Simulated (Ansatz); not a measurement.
# GeNH₅: a barrier at many levels of theory

Aim: the barrier and energy of one elementary step (H2–H4 formed, Ge1–H4 broken, H2–N3 broken) from LDA up to coupled cluster, on fixed structures, to see where each rung fails.

The runs use Ansatz 0.2.0, Gaussian basis; single points in def2-TZVPP on PBE0-D4/def2-TZVP structures.

Levels: SPW92, PBE-D4, BLYP-D4, r2SCAN-D4, B97M-V, PBE0-D4, B3LYP-D4, r2SCAN0-D4, BHLYP-D4, CAM-B3LYP-D4, wB97X-V, wB97M-V, B2PLYP, PBE-QIDH, RPA on PBE, Hartree-Fock, MP2, CCSD, CCSD(T). The reference is CCSD(T) at the basis limit, from triple and quadruple zeta. Zero-point energies come from PBE0-D4 vibrations.

Cores are frozen in the correlated methods. Filled d shells of the heavier atoms are correlated. B3LYP uses VWN-RPA correlation. B2PLYP carries no dispersion term here.

42 further runs of the same task are left out: 42 set aside as unsound or not needed.

## Step 1: Start, saddle and end, as given

Charge 0, multiplicity 1. The folders r, ts and p hold the start, the saddle and the end; their coordinates stand in the first inputs.

| pair | r (Å) | ts (Å) | p (Å) |
| --- | --- | --- | --- |
| H2–H4 | 2.682 | 0.953 | 0.748 |
| Ge1–H4 | 1.599 | 1.852 | 3.036 |
| H2–N3 | 1.012 | 1.466 | 3.728 |

## Step 2: SPW92/def2-TZVPP

r/in.yaml

```yaml
crystal:
  periodic: [false, false, false]
  atoms:
    - {symbol: Ge, position_ang: [0.216086, -0.905941, 1.118630]}
    - {symbol: H, position_ang: [-0.331225, 1.009461, -0.692670]}
    - {symbol: N, position_ang: [0.087713, 0.094888, -0.806708]}
    - {symbol: H, position_ang: [-1.293393, -0.433582, 1.353437]}
    - {symbol: H, position_ang: [0.788725, 0.474737, 1.686699]}
    - {symbol: H, position_ang: [1.010482, 0.206287, -1.209574]}
    - {symbol: H, position_ang: [-0.478386, -0.445749, -1.449713]}
basis:
  gaussian: {orbitals: def2-TZVPP}
hamiltonian: {xc: lda}
```

ts/in.yaml

```yaml
crystal:
  periodic: [false, false, false]
  atoms:
    - {symbol: Ge, position_ang: [0.092879, -0.951985, 0.910778]}
    - {symbol: H, position_ang: [-0.855946, 0.433472, 0.117551]}
    - {symbol: N, position_ang: [0.150727, -0.002931, -0.854676]}
    - {symbol: H, position_ang: [-1.259930, 0.311299, 0.972170]}
    - {symbol: H, position_ang: [1.015377, 0.170406, 1.562647]}
    - {symbol: H, position_ang: [0.937883, 0.598144, -1.043738]}
    - {symbol: H, position_ang: [-0.080990, -0.558306, -1.664632]}
basis:
  gaussian: {orbitals: def2-TZVPP}
hamiltonian: {xc: lda}
```

p/in.yaml

```yaml
crystal:
  periodic: [false, false, false]
  atoms:
    - {symbol: Ge, position_ang: [0.351085, -1.052913, 0.522198]}
    - {symbol: H, position_ang: [-1.615796, 1.070838, 1.378516]}
    - {symbol: N, position_ang: [0.732008, -0.386782, -1.123860]}
    - {symbol: H, position_ang: [-2.130126, 0.547724, 1.230579]}
    - {symbol: H, position_ang: [0.999366, 0.205775, 1.270975]}
    - {symbol: H, position_ang: [1.184403, 0.493043, -1.311930]}
    - {symbol: H, position_ang: [0.479061, -0.877585, -1.966378]}
basis:
  gaussian: {orbitals: def2-TZVPP}
hamiltonian: {xc: lda}
```

One command serves all of them, each in its own folder.

Run with:

```bash
$ ansatz run in.yaml --threads 2 --pin off --events-out ev --progress --plain --max-ram 4352MiB
```

Further steps of the session: PBE-D4/def2-TZVPP; BLYP-D4/def2-TZVPP; r2SCAN-D4/def2-TZVPP; B97M-V/def2-TZVPP; PBE0-D4/def2-TZVPP; B3LYP-D4/def2-TZVPP; r2SCAN0-D4/def2-TZVPP; BHLYP-D4/def2-TZVPP; CAM-B3LYP-D4/def2-TZVPP; wB97X-V/def2-TZVPP; wB97M-V/def2-TZVPP; B2PLYP/def2-TZVPP; PBE-QIDH/def2-TZVPP; RPA on PBE/def2-TZVPP; CCSD(T)/def2-TZVPP; MP2/def2-QZVPP; Vibrations of the start structure; Vibrations of the end structure.

Q: Predict the outcome of this session. Wanted: barrier, CCSD(T)/CBS; reverse barrier, CCSD(T)/CBS; step energy, CCSD(T)/CBS; barrier with zero-point energy; step energy with zero-point energy; imaginary mode at the saddle; largest T1 diagnostic.

As calculated:

| quantity | value |
| --- | --- |
| barrier, CCSD(T)/CBS | 37.0 kcal/mol |
| reverse barrier, CCSD(T)/CBS | 28.3 kcal/mol |
| step energy, CCSD(T)/CBS | +8.6 kcal/mol |
| barrier with zero-point energy | 33.3 kcal/mol |
| step energy with zero-point energy | +3.5 kcal/mol |
| imaginary mode at the saddle | 1308i cm⁻¹ |
| largest T1 diagnostic | 0.014 |

What this shows: The functionals run from CAM-B3LYP-D4, off by +0.1 kcal/mol, to SPW92, off by -7.8 kcal/mol, against CCSD(T)/CBS. r2SCAN0-D4 is as near within the digits shown. By rung, the mean size of the error is: LDA 7.8, GGA 4.7, meta-GGA 1.5, hybrid 1.5, range-separated hybrid 0.3, double hybrid 0.5 kcal/mol. PBE-D4 gives a barrier 5.3 kcal/mol too low, outside chemical accuracy (1 kcal/mol). The barrier rises with the share of exact exchange, from BLYP-D4 through B3LYP-D4 to BHLYP-D4 (-4.0, -1.2, +3.2 kcal/mol). Hartree-Fock, with no correlation, is off by +11.1 kcal/mol. Zero-point motion lowers the barrier by 3.7 kcal/mol.
